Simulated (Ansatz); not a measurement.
# CH3ClGeO: a ladder of functionals and wavefunction methods

How much do the methods differ for CH3ClGeO? The plan is to run it at one geometry with functionals of several rungs and with coupled cluster, and see how far each lands from CCSD(T) at the basis-set limit for the atomisation energy.

Computed with Ansatz 0.2.0, Gaussian basis. Level: functionals in def2-TZVPP, the program's frozen cores in correlated methods.

The runs, in order: LDA (SPW92), PBE-D4, revPBE-D4, BLYP-D4, r2SCAN-D4, B97M-V, PBE0-D4, B3LYP-D4, r2SCANh-D4, r2SCAN0-D4, HSE06-D4, BHLYP-D4, CAM-B3LYP-D4, LC-ωPBE, ωB97X-V, ωB97M-V, B2PLYP, PBE-QIDH; CCSD(T)/def2-SVP; CCSD(T)/def2-TZVPP; MP2/def2-QZVPP; extrapolation to the limit; RPA on PBE.

### Step 1. Structure used throughout

All runs share one geometry, relaxed beforehand with PBE0-D4 in a triple-zeta def2 set.

7 atoms, charge 0, spin multiplicity 1.

Atoms are counted from 1 here; the program's logs count them from 0.

Bond lengths: C1–O2 1.410 Å, C1–H5 1.093 Å, C1–H6 1.093 Å, C1–H7 1.093 Å, O2–Ge3 1.762 Å, Ge3–Cl4 2.215 Å. Angles: O2–C1–H5 109.0°, O2–C1–H6 112.0°, O2–C1–H7 109.0°, H5–C1–H6 109.1°, H5–C1–H7 108.5°, H6–C1–H7 109.1°, C1–O2–Ge3 132.6°, O2–Ge3–Cl4 101.4°.

### Step 2. LDA

This LDA is Slater exchange with PW92 correlation.

Input file in.yaml:

```yaml
crystal:
  periodic: [false, false, false]
  atoms:
    - {symbol: C, position_ang: [0.468717, 0.718462, 0.017451]}
    - {symbol: O, position_ang: [0.565137, -0.523270, 0.678834]}
    - {symbol: Ge, position_ang: [-0.402526, -1.994129, 0.599960]}
    - {symbol: Cl, position_ang: [-1.938335, -1.427162, -0.891794]}
    - {symbol: H, position_ang: [0.355299, 1.510325, 0.762482]}
    - {symbol: H, position_ang: [-0.378681, 0.750916, -0.671750]}
    - {symbol: H, position_ang: [1.391590, 0.896759, -0.540683]}
basis:
  gaussian: {orbitals: def2-TZVPP}
hamiltonian: {xc: lda}
output: {orbitals: {seedname: orbitals}}
```

Further steps of the session: PBE-D4 (GGA); revPBE-D4 (GGA); BLYP-D4 (GGA); r2SCAN-D4 (meta-GGA); B97M-V (meta-GGA); PBE0-D4 (hybrid); B3LYP-D4 (hybrid); r2SCANh-D4 (hybrid); r2SCAN0-D4 (hybrid); HSE06-D4 (hybrid); BHLYP-D4 (hybrid); CAM-B3LYP-D4 (range-separated); LC-ωPBE-D4 (range-separated); ωB97X-V (range-separated); ωB97M-V (range-separated); B2PLYP (double hybrid); PBE-QIDH (double hybrid); CCSD(T) in def2-SVP; CCSD(T) in def2-TZVPP; MP2 in def2-QZVPP; RPA on PBE orbitals.

Q: Predict the results of all the runs planned. Wanted: atomisation energy, CCSD(T)/CBS; farthest beyond LDA; mean size of error, GGA; mean size of error, meta-GGA; mean size of error, hybrid; mean size of error, range-separated; mean size of error, double hybrid; gap, smallest and largest; T1 diagnostic.

As calculated:

| quantity | value |
| --- | --- |
| atomisation energy, CCSD(T)/CBS | 595.1 kcal/mol |
| functionals within 6.0 kcal/mol (1.0 %) | revPBE-D4, BLYP-D4, r2SCAN-D4, B97M-V, PBE0-D4, B3LYP-D4, r2SCANh-D4, HSE06-D4, CAM-B3LYP-D4, ωB97X-V, ωB97M-V |
| farthest beyond LDA | BHLYP-D4 (-25.7 kcal/mol) |
| mean size of error, GGA | 6.4 kcal/mol |
| mean size of error, meta-GGA | 1.7 kcal/mol |
| mean size of error, hybrid | 8.6 kcal/mol |
| mean size of error, range-separated | 2.9 kcal/mol |
| mean size of error, double hybrid | 8.5 kcal/mol |
| gap, smallest and largest | 3.82 eV (LDA (SPW92)), 10.44 eV (LC-ωPBE) |
| T1 diagnostic | 0.0146 |
| triples share of the correlation energy | 4.0 % |

In words: LDA overbinds by 95.4 kcal/mol (16 %). PBE-D4 is off by +14.5 kcal/mol. Double hybrids carry the basis error of their MP2 part in triple zeta, and no dispersion term here, so their miss is partly the set-up's. The rungs meta-GGA, range-separated miss on average by less than the doubt on the reference (6.0 kcal/mol), so they tie. The reference freezes the cores and leaves out relativity and excitations past (T), and its outer-core shells are covered unevenly, so misses under about 6.0 kcal/mol can't be ranked. Hartree-Fock recovers 70 % of the binding; the rest is correlation. CCSD(T) in def2-SVP is off by -41.7 kcal/mol, more than most functionals: a good method in a small basis is no reference. Orbital gaps span 3.8 to 10.4 eV; exact exchange widens them. Correlated methods include outer-core shells of Ge, which these sets cover unevenly.
